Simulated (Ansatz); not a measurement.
Predict the output of the script below (Ansatz 0.2.0 through its Python package).

`h4os2si_bend.py`
```python
"""Energy of H4OS2Si against one bond angle."""

import ansatz as az
from ase import Atoms

BASIS = "def2-SVP"
FUNCTIONAL = "cam_b3lyp"
FMAX = 0.02

atoms = Atoms(["O", "Si", "S", "S", "H", "H", "H", "H"], positions=[
    (-0.7526, 1.5921, -0.6819),
    (-0.0301, 0.4581, 0.1663),
    (1.4592, -0.3474, -1.0959),
    (-1.3698, -1.0606, 0.5694),
    (-1.1942, 1.3286, -1.5437),
    (0.55, 1.0055, 1.4194),
    (2.0174, -1.2022, -0.177),
    (-0.5876, -1.8312, 1.2876),
])

# start the scan from a relaxed geometry
first = (
    az.Crystal.molecule_from_ase(atoms).calculation()
    .basis(gaussian=BASIS)
    .functional(FUNCTIONAL)
    .relax(force_tolerance=FMAX, max_steps=80)
)
atoms.positions = first.run().report["positions_ang"]

rows = []
for angle in [85, 95, 105, 115, 125, 140, 160]:
    bent = atoms.copy()
    bent.set_angle(1, 2, 6, angle, indices=[6])
    model = (
        az.Crystal.molecule_from_ase(bent).calculation()
        .basis(gaussian=BASIS)
        .functional(FUNCTIONAL)
    )
    rows.append((angle, model.run().report["free_energy_ev"]))
floor = min(e for _, e in rows)
for angle, e in rows:
    print(f"angle Si1-S2-H6 = {angle:3d} deg   {1000 * (e - floor):9.1f} meV")
```

Running `python h4os2si_bend.py` prints:
```text
angle Si1-S2-H6 =  85 deg        51.8 meV
angle Si1-S2-H6 =  95 deg         0.0 meV
angle Si1-S2-H6 = 105 deg        53.1 meV
angle Si1-S2-H6 = 115 deg       202.5 meV
angle Si1-S2-H6 = 125 deg       435.2 meV
angle Si1-S2-H6 = 140 deg       895.3 meV
angle Si1-S2-H6 = 160 deg      1539.8 meV
```

The scan is rigid, and the energies are electronic, in a modest basis. The zero is the lowest point of the grid, which needn't be the minimum. Finished in 2 min on 1 thread of Arm Neoverse V1, with other jobs on the host, peak memory 0.29 GiB.

(Lines on the test bed's own set-up are left out of the output.)
